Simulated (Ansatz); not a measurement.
# ClGaH4OSSi: up Jacob's ladder to CCSD(T)

An exercise on one series of results from a longer session: the logs are not shown, and one member is left open.

Computed with Ansatz 0.2.0, Gaussian basis. Level: functionals in def2-TZVPP, the program's frozen cores in correlated methods.

Levels to be run: LDA (SPW92), PBE-D4, revPBE-D4, BLYP-D4, r2SCAN-D4, B97M-V, PBE0-D4, B3LYP-D4, r2SCANh-D4, r2SCAN0-D4, HSE06-D4, BHLYP-D4, CAM-B3LYP-D4, LC-ωPBE, ωB97X-V, ωB97M-V, B2PLYP, PBE-QIDH; CCSD(T)/def2-SVP; CCSD(T)/def2-TZVPP; MP2/def2-QZVPP; extrapolation to the limit; RPA on PBE.

## The geometry

All runs share one geometry, relaxed beforehand with PBE0-D4 in a triple-zeta def2 set.

SMILES `S[SiH](Cl)[O][GaH2]`, 9 atoms, charge 0, spin multiplicity 1.

Atoms are counted from 1 here; the program's logs count them from 0.

Bond lengths: S1–Si2 2.131 Å, S1–H6 1.346 Å, Si2–Cl3 2.057 Å, Si2–O4 1.609 Å, Si2–H7 1.475 Å, O4–Ga5 1.803 Å, Ga5–H8 1.555 Å, Ga5–H9 1.555 Å. Angles: Si2–S1–H6 92.8°, S1–Si2–Cl3 103.8°, S1–Si2–O4 112.7°, S1–Si2–H7 111.7°, Cl3–Si2–O4 111.3°, Cl3–Si2–H7 108.2°, O4–Si2–H7 109.0°, Si2–O4–Ga5 135.0°, O4–Ga5–H8 116.5°, O4–Ga5–H9 112.1°, H8–Ga5–H9 131.3°.

As a file:

```
S    -1.03126    1.99263    0.69542
Si    0.67812    0.72017    0.65207
Cl    1.88481    1.56929   -0.78054
O     0.31006   -0.80152    0.28091
Ga   -0.38661   -1.63046   -1.16126
H    -1.59994    1.30526    1.70270
H     1.40496    0.73923    1.93541
H    -0.53298   -0.77488   -2.45148
H    -0.72718   -3.11970   -0.87324
```

The first run:

Contents of in.yaml:

```yaml
crystal:
  periodic: [false, false, false]
  atoms:
    - {symbol: S, position_ang: [-1.031255, 1.992626, 0.695423]}
    - {symbol: Si, position_ang: [0.678123, 0.720170, 0.652065]}
    - {symbol: Cl, position_ang: [1.884814, 1.569286, -0.780537]}
    - {symbol: O, position_ang: [0.310065, -0.801521, 0.280911]}
    - {symbol: Ga, position_ang: [-0.386614, -1.630462, -1.161261]}
    - {symbol: H, position_ang: [-1.599935, 1.305264, 1.702705]}
    - {symbol: H, position_ang: [1.404962, 0.739234, 1.935405]}
    - {symbol: H, position_ang: [-0.532984, -0.774877, -2.451481]}
    - {symbol: H, position_ang: [-0.727176, -3.119700, -0.873241]}
basis:
  gaussian: {orbitals: def2-TZVPP}
hamiltonian: {xc: lda}
output: {orbitals: {seedname: orbitals}}
```

Steps of the session up to this table: LDA; PBE-D4 (GGA); revPBE-D4 (GGA); BLYP-D4 (GGA); r2SCAN-D4 (meta-GGA); B97M-V (meta-GGA); PBE0-D4 (hybrid); B3LYP-D4 (hybrid); r2SCANh-D4 (hybrid); r2SCAN0-D4 (hybrid); HSE06-D4 (hybrid); BHLYP-D4 (hybrid); CAM-B3LYP-D4 (range-separated); LC-ωPBE (range-separated); ωB97X-V (range-separated); ωB97M-V (range-separated); B2PLYP (double hybrid); PBE-QIDH (double hybrid).

One table of the session follows, with a row left open; its other results are not shown here.

It belongs to the step «Frontier levels by functional». 

| functional | HOMO (eV) | LUMO (eV) | gap (eV) |
| --- | --- | --- | --- |
| LDA (SPW92) | -6.58 | -2.76 | 3.82 |
| PBE-D4 | ? | ? | ? |
| revPBE-D4 | -6.39 | -2.35 | 4.04 |
| BLYP-D4 | -6.27 | -2.44 | 3.83 |
| r2SCAN-D4 | -6.75 | -2.20 | 4.55 |
| B97M-V | -6.85 | -2.45 | 4.40 |
| PBE0-D4 | -7.69 | -1.67 | 6.02 |
| B3LYP-D4 | -7.43 | -1.96 | 5.47 |
| r2SCANh-D4 | -7.20 | -1.91 | 5.29 |
| r2SCAN0-D4 | -7.89 | -1.50 | 6.39 |
| HSE06-D4 | -7.29 | -2.04 | 5.25 |
| BHLYP-D4 | -8.78 | -0.94 | 7.84 |
| CAM-B3LYP-D4 | -9.02 | -0.80 | 8.22 |
| LC-ωPBE | -10.46 | 0.42 | 10.88 |
| ωB97X-V | -10.08 | 0.25 | 10.33 |
| ωB97M-V | -9.90 | 0.02 | 9.92 |

**Question.** Estimate the row for PBE-D4.

**Answer.** HOMO (eV): -6.45; LUMO (eV): -2.48; gap (eV): 3.96. In the column «HOMO (eV)» it lies between LDA (SPW92) (-6.58) and revPBE-D4 (-6.39).
